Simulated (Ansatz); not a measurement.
# CH2BClO: molecular dynamics

Aim: follow the molecule's vibrations and see whether its bonds hold. The start is relaxed first. Runs: 40 steps of 2 fs at constant energy, with velocities drawn for 300 K. SMILES of the start: O=CBCl.

Method: RKS revPBE-D4/6-31G*, in Ansatz 0.2.0.

### 1 The starting structure

Bond lengths: O1–C2 1.204 Å, C2–B3 1.587 Å, B3–Cl4 1.678 Å, C2–H5 1.125 Å, B3–H6 1.173 Å. Angles: O1–C2–B3 131.0°, O1–C2–H5 118.2°, B3–C2–H5 110.8°, C2–B3–Cl4 119.3°, C2–B3–H6 120.0°, Cl4–B3–H6 120.4°.

Structure file:

```xyz
6

O     1.2960   -0.7287   -1.1555
C     0.7640   -0.2908   -0.1676
B    -0.6611    0.3763    0.0390
Cl   -1.9427   -0.5694    0.5656
H     1.3338   -0.3233    0.8018
H    -0.7900    1.5359   -0.0833
```

### 2 Relaxing the start

The input, input.yaml:

```yaml
crystal:
  periodic: [false, false, false]
  atoms:
    - { symbol: O, position_ang: [1.29599, -0.7287, -1.15545] }
    - { symbol: C, position_ang: [0.76401, -0.2908, -0.16763] }
    - { symbol: B, position_ang: [-0.66106, 0.37626, 0.03897] }
    - { symbol: Cl, position_ang: [-1.94271, -0.56936, 0.5656] }
    - { symbol: H, position_ang: [1.33376, -0.32329, 0.80178] }
    - { symbol: H, position_ang: [-0.78999, 1.53589, -0.08327] }
basis:
  gaussian: { orbitals: "6-31G*" }
hamiltonian:
  xc: revpbe
  dispersion: d4
relax:
  f_tol: 0.02
  max_steps: 40
scf:
  lower_state_search: "off"
```

Launch:

```sh
$ ansatz run input.yaml --threads 1 --pin off --max-ram 2048MiB --backend cpu --events-out ev --progress --plain --runs-dir out
```

Further steps of the session: Dynamics.

Q: Predict the outcome of this session. Wanted: relaxation of the start; temperature, first and last step; temperature, second half; potential energy, second half; largest change of the total energy; bonds formed or broken.

As calculated:

| quantity | value |
| --- | --- |
| relaxation of the start | 10 moves, 0.235 eV lower |
| length | 40 steps of 2 fs |
| temperature, first and last step | 300 and 169 K |
| temperature, second half | mean 159 K, from 92 to 207 K |
| potential energy, second half | +13 meV/atom from the start |
| largest change of the total energy | 0.60 meV/atom |
| bonds formed or broken | 0 |

The temperature starts at 300 K and averages 159 K in the second half, where it ranges from 92 to 207 K. About half is expected from a start at a minimum: kinetic energy passes into potential energy until both shares match. The total energy strays from its start by at most 0.60 meV/atom, 4.2 % of the mean kinetic energy, fair for a step of 2 fs. The bonds all hold. Averages from a run of 80 fs with 6 atoms are rough. The nuclei move classically, without zero-point motion, which matters most for hydrogen.
